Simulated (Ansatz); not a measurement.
**C7H14: basis-set convergence**

An exercise on one series of results from a longer session: the logs are not shown, and one member is left open.

Program: Ansatz 0.2.0, Gaussian basis. Level of theory: one geometry, several basis sets. These are calculated values, not measurements.

Levels to be run: PBE0-D4/def2-SVP; ωB97M-V/def2-SVP; PBE0-D4/def2-QZVPP; ωB97M-V/def2-QZVPP; the functionals' def2-TZVPP values are taken from earlier runs.

**Structure used throughout**

All runs share one geometry, relaxed beforehand with PBE0-D4 in a triple-zeta def2 set.

SMILES `C[C@@H]1CC[C@@H](C)C1`, 21 atoms, charge 0, spin multiplicity 1.

Atoms are counted from 1 here; the program's logs count them from 0.

Bond lengths: C1–C2 1.516 Å, C1–H8 1.094 Å, C1–H9 1.093 Å, C1–H10 1.095 Å, C2–C3 1.530 Å, C2–C7 1.543 Å, C2–H11 1.097 Å, C3–C4 1.520 Å, C3–H12 1.093 Å, C3–H13 1.097 Å, C4–C5 1.530 Å, C4–H14 1.093 Å, C4–H15 1.097 Å, C5–C6 1.516 Å, C5–C7 1.543 Å, C5–H16 1.097 Å, C6–H17 1.094 Å, C6–H18 1.095 Å and more. Angles: C2–C1–H8 111.5°, C2–C1–H9 111.5°, C2–C1–H10 110.6°, H8–C1–H9 107.7°, H8–C1–H10 107.8°, H9–C1–H10 107.7°, C1–C2–C3 114.4°, C1–C2–C7 114.2°, C1–C2–H11 108.3°, C3–C2–C7 104.2°, C3–C2–H11 107.3°, C7–C2–H11 108.1°, C2–C3–C4 103.4°, C2–C3–H12 112.7°, C2–C3–H13 109.6°, C4–C3–H12 113.9°, C4–C3–H13 109.8°, H12–C3–H13 107.3° and more.

The first run:

File in.yaml:

```yaml
crystal:
  periodic: [false, false, false]
  atoms:
    - {symbol: C, position_ang: [0.339666, -2.524565, 0.442742]}
    - {symbol: C, position_ang: [0.345668, -1.019335, 0.622538]}
    - {symbol: C, position_ang: [-1.001213, -0.428424, 1.043697]}
    - {symbol: C, position_ang: [-0.882280, 1.035000, 0.652189]}
    - {symbol: C, position_ang: [-0.226589, 0.980702, -0.728959]}
    - {symbol: C, position_ang: [0.447096, 2.270785, -1.153071]}
    - {symbol: C, position_ang: [0.724035, -0.232364, -0.649952]}
    - {symbol: H, position_ang: [0.054212, -3.037062, 1.365602]}
    - {symbol: H, position_ang: [1.324365, -2.896522, 0.147216]}
    - {symbol: H, position_ang: [-0.372870, -2.816228, -0.335399]}
    - {symbol: H, position_ang: [1.070644, -0.769665, 1.406775]}
    - {symbol: H, position_ang: [-1.219717, -0.587284, 2.102702]}
    - {symbol: H, position_ang: [-1.807370, -0.902206, 0.469600]}
    - {symbol: H, position_ang: [-1.834761, 1.570939, 0.647026]}
    - {symbol: H, position_ang: [-0.219142, 1.554934, 1.354949]}
    - {symbol: H, position_ang: [-1.015355, 0.749790, -1.455262]}
    - {symbol: H, position_ang: [-0.262471, 3.102319, -1.182544]}
    - {symbol: H, position_ang: [1.244570, 2.536881, -0.451997]}
    - {symbol: H, position_ang: [0.894918, 2.180953, -2.146402]}
    - {symbol: H, position_ang: [1.767826, 0.093119, -0.611744]}
    - {symbol: H, position_ang: [0.628765, -0.861757, -1.539711]}
basis:
  gaussian: {orbitals: def2-SVP}
hamiltonian: {xc: pbe0, dispersion: d4}
output: {orbitals: {seedname: orbitals}}
```

The run is started by

```bash
> ansatz run in.yaml --threads 2 --pin off --events-out ev --progress --plain --max-ram 32768MiB --backend cpu
```

Steps of the session up to this table: PBE0-D4 in def2-SVP; ωB97M-V in def2-SVP; PBE0-D4 in def2-QZVPP; ωB97M-V in def2-QZVPP.

One of the session's tables, all rows but one given; the rest of the session is left out.

It belongs to the step «Density functionals: the series». 

```
functional       basis  HOMO (eV)  LUMO (eV)
   PBE0-D4    def2-SVP      -8.44       1.76
   PBE0-D4  def2-TZVPP      -8.45       1.17
   PBE0-D4  def2-QZVPP      -8.45       0.80
   ωB97M-V    def2-SVP     -10.76       3.38
   ωB97M-V  def2-TZVPP     -10.77       2.57
   ωB97M-V  def2-QZVPP          ?          ?
```

**Question.** Estimate the row for ωB97M-V, def2-QZVPP.

The run gave: HOMO (eV): -10.78; LUMO (eV): 1.95. In the column «HOMO (eV)» it is the lowest.
